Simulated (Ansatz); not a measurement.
# NaH8ClO4: the cost of one run

Program: Ansatz 0.2.0. Level of theory: DFT PBE+D3(BJ), plane waves, PAW, scalar-relativistic, no spin polarisation. These are calculated values, not measurements.

## (1) Starting point

The cell holds 14 atoms (ClH8NaO4): a = 5.474 Å, b = 5.474 Å, c = 5.474 Å, α = 90.00°, β = 90.00°, γ = 90.00°.

Coordinates:

```xyz
14
Lattice="5.4737 0.0000 0.0000 0.0000 5.4737 0.0000 0.0000 0.0000 5.4737" Properties=species:S:1:pos:R:3 pbc="T T T"
O     1.5456    2.1836    2.3386
H     2.0411    3.0104    2.4334
H     1.7526    1.8882    1.4397
O     3.2131    4.1159    0.6037
H     2.8028    3.6902   -0.1634
H     3.6699    3.3920    1.0569
O     0.6348    0.4701    0.1773
H     0.0217    0.2653   -0.5440
H     0.6646   -0.3459    0.6983
O     0.2916    4.0046    3.1790
H     0.5628    4.3243    2.3059
H    -0.2152    3.2017    2.9875
Na    3.2671    0.1461    3.5891
Cl    0.4862    3.1589    0.1270
```

## (2) Relaxing the start

Contents of input.yaml:

```yaml
accuracy: low
crystal:
  lattice:
    - [5.473704, 0.0, 0.0]
    - [0.0, 5.473704, 0.0]
    - [0.0, 0.0, 5.473704]
  atoms:
    - { symbol: O, position: [0.2823599, 0.3989233, 0.4272344] }
    - { symbol: H, position: [0.3728845, 0.5499719, 0.4445689] }
    - { symbol: H, position: [0.3201806, 0.3449555, 0.2630152] }
    - { symbol: O, position: [0.5870022, 0.7519462, 0.1102955] }
    - { symbol: H, position: [0.5120453, 0.6741704, -0.0298588] }
    - { symbol: H, position: [0.6704649, 0.6196981, 0.1930922] }
    - { symbol: O, position: [0.1159769, 0.0858817, 0.0323918] }
    - { symbol: H, position: [0.0039676, 0.0484649, -0.0993837] }
    - { symbol: H, position: [0.1214136, -0.0631845, 0.1275789] }
    - { symbol: O, position: [0.0532668, 0.731606, 0.5807789] }
    - { symbol: H, position: [0.1028172, 0.7900186, 0.4212685] }
    - { symbol: H, position: [-0.0393192, 0.5849275, 0.5457917] }
    - { symbol: Na, position: [0.596868, 0.0266962, 0.6556967] }
    - { symbol: Cl, position: [0.0888186, 0.5771097, 0.0232054] }
basis:
  ecutwfc: 420.0
kpoints:
  mp_grid: { grid: [1, 1, 1] }
hamiltonian:
  xc: pbe
  dispersion: d3bj
scf:
  occupations: { method: fermi_dirac, width: 0.02 }
  lower_state_search: "off"
relax:
  f_tol: 0.3
  max_steps: 15
  adjacent_minimum: "off"
output:
  write_density: true
  write_potential: true
  elf: true
  volumetric_format: npy
```

The run is started by

```console
> ansatz run input.yaml --threads 1 --pin off --max-ram 3072MiB --backend cpu --events-out ev --progress --plain --runs-dir out
```

What time and memory should one allow on 1 thread of Arm Neoverse V1, shared host?

About 15 s, with a peak of 0.32 GiB.
